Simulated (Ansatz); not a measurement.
# CH₇Al₂NSi: one species, many methods

An exercise on one series of results from a longer session: the logs are not shown, and one member is left open.

Method: functionals in def2-TZVPP, the program's frozen cores in correlated methods; program: Ansatz 0.2.0, Gaussian basis.

The runs, in order: PBE-D4, r2SCAN-D4, PBE0-D4, B3LYP-D4, ωB97X-V, ωB97M-V, B2PLYP; CCSD(T)/def2-TZVPP; MP2/def2-QZVPP; extrapolation to the limit.

**The relaxed structure**

All runs share one geometry, relaxed beforehand with PBE0-D4 in a triple-zeta def2 set.

12 atoms, charge 0, spin multiplicity 1.

Atoms are counted from 1 here; the program's logs count them from 0.

Bond lengths: N1–Al2 1.762 Å, N1–H6 1.006 Å, N1–H7 1.006 Å, Al2–Si3 2.325 Å, Al2–Al5 2.552 Å, Al2–H8 1.782 Å, Si3–C4 1.896 Å, Si3–H9 1.492 Å, C4–Al5 1.955 Å, C4–H10 1.092 Å, C4–H11 1.086 Å, Al5–H8 1.760 Å, Al5–H12 1.575 Å. Angles: Al2–N1–H6 124.8°, Al2–N1–H7 124.8°, H6–N1–H7 110.5°, N1–Al2–Si3 149.4°, N1–Al2–Al5 146.8°, N1–Al2–H8 111.8°, Si3–Al2–Al5 63.6°, Si3–Al2–H8 95.5°, Al5–Al2–H8 43.6°, Al2–Si3–C4 103.9°, Al2–Si3–H9 121.1°, C4–Si3–H9 113.8°, Si3–C4–Al5 84.0°, Si3–C4–H10 112.8°, Si3–C4–H11 114.4° and more.

The first run:

in.yaml

```yaml
crystal:
  periodic: [false, false, false]
  atoms:
    - {symbol: N, position_ang: [-2.322544, 1.556049, 0.898507]}
    - {symbol: Al, position_ang: [-0.931234, 0.558494, 0.482772]}
    - {symbol: Si, position_ang: [0.309336, -1.380673, 0.806250]}
    - {symbol: C, position_ang: [1.270497, -1.581367, -0.815981]}
    - {symbol: Al, position_ang: [1.247519, 0.372954, -0.833113]}
    - {symbol: H, position_ang: [-2.951520, 1.373714, 1.662707]}
    - {symbol: H, position_ang: [-2.588151, 2.399459, 0.417759]}
    - {symbol: H, position_ang: [-0.416312, 0.810912, -1.204825]}
    - {symbol: H, position_ang: [1.143752, -1.567641, 2.028298]}
    - {symbol: H, position_ang: [2.286289, -1.951821, -0.662851]}
    - {symbol: H, position_ang: [0.756315, -2.165266, -1.573235]}
    - {symbol: H, position_ang: [2.272856, 1.520085, -1.172189]}
basis:
  gaussian: {orbitals: def2-TZVPP}
hamiltonian: {xc: pbe, dispersion: d4}
output: {forces: true, orbitals: {seedname: orbitals}}
```

Command:

```
ansatz run in.yaml --threads 4 --pin off --events-out ev --progress --plain --max-ram 10444MiB
```

Steps of the session up to this table: PBE-D4 (GGA); r2SCAN-D4 (meta-GGA); PBE0-D4 (hybrid); B3LYP-D4 (hybrid); ωB97X-V (range-separated); ωB97M-V (range-separated); B2PLYP (double hybrid); CCSD(T) in def2-TZVPP; MP2 in def2-QZVPP.

One table of the session follows, with a row left open; its other results are not shown here.

| method | atomisation energy (kJ/mol) |
| --- | --- |
| PBE-D4 | 3811.9 |
| r2SCAN-D4 | 3796.0 |
| PBE0-D4 | 3762.9 |
| B3LYP-D4 | 3750.7 |
| ωB97X-V | 3785.6 |
| ωB97M-V | 3772.3 |
| B2PLYP | 3703.6 |
| HF/def2-TZVPP | 2667.9 |
| MP2/def2-TZVPP | 3688.4 |
| CCSD/def2-TZVPP | 3598.3 |
| CCSD(T)/def2-TZVPP | 3662.8 |
| MP2/CBS | ? |
| CCSD(T)/CBS | 3776.0 |

Q: Estimate the row for MP2/CBS from the others.

**Answer.** atomisation energy (kJ/mol): 3801.6. In the column «atomisation energy (kJ/mol)» it lies between r2SCAN-D4 (3796.0) and PBE-D4 (3811.9).

To keep in mind: Free atoms (1 N, 2 Al, 1 Si, 1 C, 7 H) were run apart at each level; the atomisation energy is their sum less the molecule, without zero-point or spin-orbit terms.
